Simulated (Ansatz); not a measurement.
**CH₆AuN: a ladder of functionals and wavefunction methods**

An exercise on one series of results from a longer session: the logs are not shown, and one member is left open.

Computed with Ansatz 0.2.0, Gaussian basis. Level: functionals in def2-TZVPP, the program's frozen cores in correlated methods.

Levels to be run: LDA (SPW92), PBE-D4, revPBE-D4, BLYP-D4, r2SCAN-D4, B97M-V, PBE0-D4, B3LYP-D4, r2SCANh-D4, r2SCAN0-D4, HSE06-D4, BHLYP-D4, CAM-B3LYP-D4, LC-ωPBE, ωB97X-V, ωB97M-V, B2PLYP, PBE-QIDH; CCSD(T)/def2-SVP; CCSD(T)/def2-TZVPP; CCSD(T)/def2-QZVPP; extrapolation to the limit; RPA on PBE.

**The geometry**

The geometry comes from an earlier relaxation with PBE0-D4 in a triple-zeta def2 set; it is a stationary point, not always the lowest conformer. Au takes the def2 core potential; no spin-orbit term is included.

SMILES `[CH3][Au-][NH3+]`, 9 atoms, charge 0, spin multiplicity 1.

Atoms are counted from 1 here; the program's logs count them from 0.

Bond lengths: C1–Au2 2.019 Å, C1–H4 1.094 Å, C1–H5 1.094 Å, C1–H6 1.094 Å, Au2–N3 2.166 Å, N3–H7 1.014 Å, N3–H8 1.014 Å, N3–H9 1.014 Å. Angles: Au2–C1–H4 110.6°, Au2–C1–H5 110.6°, Au2–C1–H6 110.6°, H4–C1–H5 108.4°, H4–C1–H6 108.4°, H5–C1–H6 108.4°, C1–Au2–N3 180.0°, Au2–N3–H7 110.8°, Au2–N3–H8 110.8°, Au2–N3–H9 110.8°, H7–N3–H8 108.1°, H7–N3–H9 108.1°, H8–N3–H9 108.1°.

Coordinates:

```xyz
9
charge 0, multiplicity 1
C    -1.02947    1.43840   -1.07335
Au   -0.01902    0.03513   -0.03184
N     1.06515   -1.47099    1.08614
H    -1.91355    1.00284   -1.54724
H    -0.39587    1.86709   -1.85479
H    -1.35577    2.24649   -0.41274
H     1.99823   -1.59713    0.71007
H     0.58662   -2.36396    1.04626
H     1.15217   -1.20406    2.06039
```

Set-up of the first run:

Input file in.yaml:

```yaml
crystal:
  periodic: [false, false, false]
  atoms:
    - {symbol: C, position_ang: [-1.029468, 1.438399, -1.073347]}
    - {symbol: Au, position_ang: [-0.019018, 0.035129, -0.031835]}
    - {symbol: N, position_ang: [1.065150, -1.470992, 1.086145]}
    - {symbol: H, position_ang: [-1.913550, 1.002842, -1.547245]}
    - {symbol: H, position_ang: [-0.395866, 1.867088, -1.854791]}
    - {symbol: H, position_ang: [-1.355772, 2.246493, -0.412743]}
    - {symbol: H, position_ang: [1.998226, -1.597130, 0.710067]}
    - {symbol: H, position_ang: [0.586624, -2.363965, 1.046256]}
    - {symbol: H, position_ang: [1.152174, -1.204064, 2.060392]}
basis:
  gaussian: {orbitals: def2-TZVPP}
hamiltonian: {xc: lda}
output: {orbitals: {seedname: orbitals}}
```

Command:

```console
ansatz run in.yaml --threads 2 --pin off --events-out ev --progress --plain --max-ram 22528MiB --backend cpu
```

Among the steps run: LDA; PBE-D4 (GGA); revPBE-D4 (GGA); BLYP-D4 (GGA); r2SCAN-D4 (meta-GGA); B97M-V (meta-GGA); B3LYP-D4 (hybrid); r2SCANh-D4 (hybrid); r2SCAN0-D4 (hybrid); HSE06-D4 (hybrid); BHLYP-D4 (hybrid); CAM-B3LYP-D4 (range-separated); LC-ωPBE (range-separated); ωB97X-V (range-separated); ωB97M-V (range-separated); B2PLYP (double hybrid); PBE-QIDH (double hybrid).

One table of the session follows, with a row left open; its other results are not shown here.

It belongs to the step «Frontier levels by functional». 

| functional | HOMO (eV) | gap (eV) |
| --- | --- | --- |
| LDA (SPW92) | -5.57 | 4.50 |
| PBE-D4 | -5.30 | 4.32 |
| revPBE-D4 | -5.21 | 4.28 |
| BLYP-D4 | -5.19 | 4.18 |
| r2SCAN-D4 | -5.48 | 5.13 |
| B97M-V | -5.24 | 4.40 |
| PBE0-D4 | -6.24 | 6.04 |
| B3LYP-D4 | -6.10 | 5.55 |
| r2SCANh-D4 | -5.85 | 5.74 |
| r2SCAN0-D4 | -6.41 | 6.63 |
| HSE06-D4 | -5.85 | 5.28 |
| BHLYP-D4 | -7.08 | 7.44 |
| CAM-B3LYP-D4 | -7.50 | 8.02 |
| LC-ωPBE | ? | ? |
| ωB97X-V | -8.40 | 9.99 |
| ωB97M-V | -8.36 | 9.50 |

Q: Estimate the row for LC-ωPBE from the others.

**Answer.** HOMO (eV): -8.67; gap (eV): 10.44. In the column «HOMO (eV)» it is the lowest.
